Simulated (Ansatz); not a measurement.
# CH7BN2O: up Jacob's ladder to CCSD(T)

One table from this session's results is given with a row withheld; the runs are named, their logs left out.

Method: functionals in def2-TZVPP, the program's frozen cores in correlated methods; program: Ansatz 0.2.0, Gaussian basis.

Plan: PBE-D4, r2SCAN-D4, PBE0-D4, B3LYP-D4, ωB97X-V, ωB97M-V, B2PLYP; CCSD(T)/def2-TZVPP; MP2/def2-QZVPP; extrapolation to the limit.

## The relaxed structure

The geometry comes from an earlier relaxation with PBE0-D4 in a triple-zeta def2 set; it is a stationary point, not always the lowest conformer.

12 atoms, charge 0, spin multiplicity 1.

Atoms are counted from 1 here; the program's logs count them from 0.

Bond lengths: N1–B2 1.398 Å, N1–H6 1.003 Å, N1–H7 1.006 Å, B2–O3 1.369 Å, B2–H8 1.201 Å, O3–C4 1.405 Å, C4–N5 1.439 Å, C4–H9 1.097 Å, C4–H10 1.096 Å, N5–H11 1.012 Å, N5–H12 1.011 Å. Angles: B2–N1–H6 122.6°, B2–N1–H7 122.7°, H6–N1–H7 114.7°, N1–B2–O3 118.7°, N1–B2–H8 120.2°, O3–B2–H8 121.1°, B2–O3–C4 119.2°, O3–C4–N5 110.4°, O3–C4–H9 105.5°, O3–C4–H10 110.6°, N5–C4–H9 114.2°, N5–C4–H10 107.7°, H9–C4–H10 108.4°, C4–N5–H11 111.7°, C4–N5–H12 111.4°, H11–N5–H12 108.6°.

Geometry (Å):

```xyz
12
CH7BN2O
N    -1.2720    1.8370    0.9445
B    -0.5103    0.6712    0.8245
O     0.3981    0.5806   -0.1962
C     1.0569   -0.6395   -0.4213
N     0.1997   -1.5489   -1.1353
H    -1.9311    1.9782    1.6866
H    -1.2065    2.5977    0.2902
H    -0.6315   -0.2141    1.6268
H     1.9803   -0.3793   -0.9543
H     1.3283   -1.1132    0.5292
H     0.1496   -1.3205   -2.1196
H     0.5156   -2.5044   -1.0410
```

The first run:

Input file in.yaml:

```yaml
crystal:
  periodic: [false, false, false]
  atoms:
    - {symbol: N, position_ang: [-1.271987, 1.836960, 0.944467]}
    - {symbol: B, position_ang: [-0.510332, 0.671206, 0.824464]}
    - {symbol: O, position_ang: [0.398073, 0.580636, -0.196210]}
    - {symbol: C, position_ang: [1.056948, -0.639507, -0.421296]}
    - {symbol: N, position_ang: [0.199748, -1.548901, -1.135304]}
    - {symbol: H, position_ang: [-1.931072, 1.978192, 1.686612]}
    - {symbol: H, position_ang: [-1.206487, 2.597699, 0.290150]}
    - {symbol: H, position_ang: [-0.631531, -0.214058, 1.626766]}
    - {symbol: H, position_ang: [1.980254, -0.379312, -0.954329]}
    - {symbol: H, position_ang: [1.328263, -1.113185, 0.529213]}
    - {symbol: H, position_ang: [0.149607, -1.320468, -2.119561]}
    - {symbol: H, position_ang: [0.515616, -2.504361, -1.040973]}
basis:
  gaussian: {orbitals: def2-TZVPP}
hamiltonian: {xc: pbe, dispersion: d4}
output: {forces: true, orbitals: {seedname: orbitals}}
```

Command:

```
> ansatz run in.yaml --threads 4 --pin off --events-out ev --progress --plain --max-ram 10444MiB
```

Among the steps run: PBE-D4 (GGA); r2SCAN-D4 (meta-GGA); PBE0-D4 (hybrid); B3LYP-D4 (hybrid); ωB97X-V (range-separated); ωB97M-V (range-separated); B2PLYP (double hybrid); CCSD(T) in def2-TZVPP; MP2 in def2-QZVPP.

One table of the session follows, with a row left open; its other results are not shown here.

It belongs to the step «Atomisation energies». 

| method | atomisation energy (eV) |
| --- | --- |
| PBE-D4 | 48.962 |
| r2SCAN-D4 | 47.704 |
| PBE0-D4 | 47.858 |
| B3LYP-D4 | 48.015 |
| ωB97X-V | 47.912 |
| ωB97M-V | 48.038 |
| B2PLYP | 47.415 |
| HF/def2-TZVPP | 33.650 |
| MP2/def2-TZVPP | 47.105 |
| CCSD/def2-TZVPP | ? |
| CCSD(T)/def2-TZVPP | 46.297 |
| MP2/CBS | 48.467 |
| CCSD(T)/CBS | 47.660 |

**Question.** Estimate the row for CCSD/def2-TZVPP.

The run gave: atomisation energy (eV): 45.589. In the column «atomisation energy (eV)» it lies between HF/def2-TZVPP (33.650) and CCSD(T)/def2-TZVPP (46.297).

Limits of these values: Free atoms (2 N, 1 B, 1 O, 1 C, 7 H) were run apart at each level; the atomisation energy is their sum less the molecule, without zero-point or spin-orbit terms.
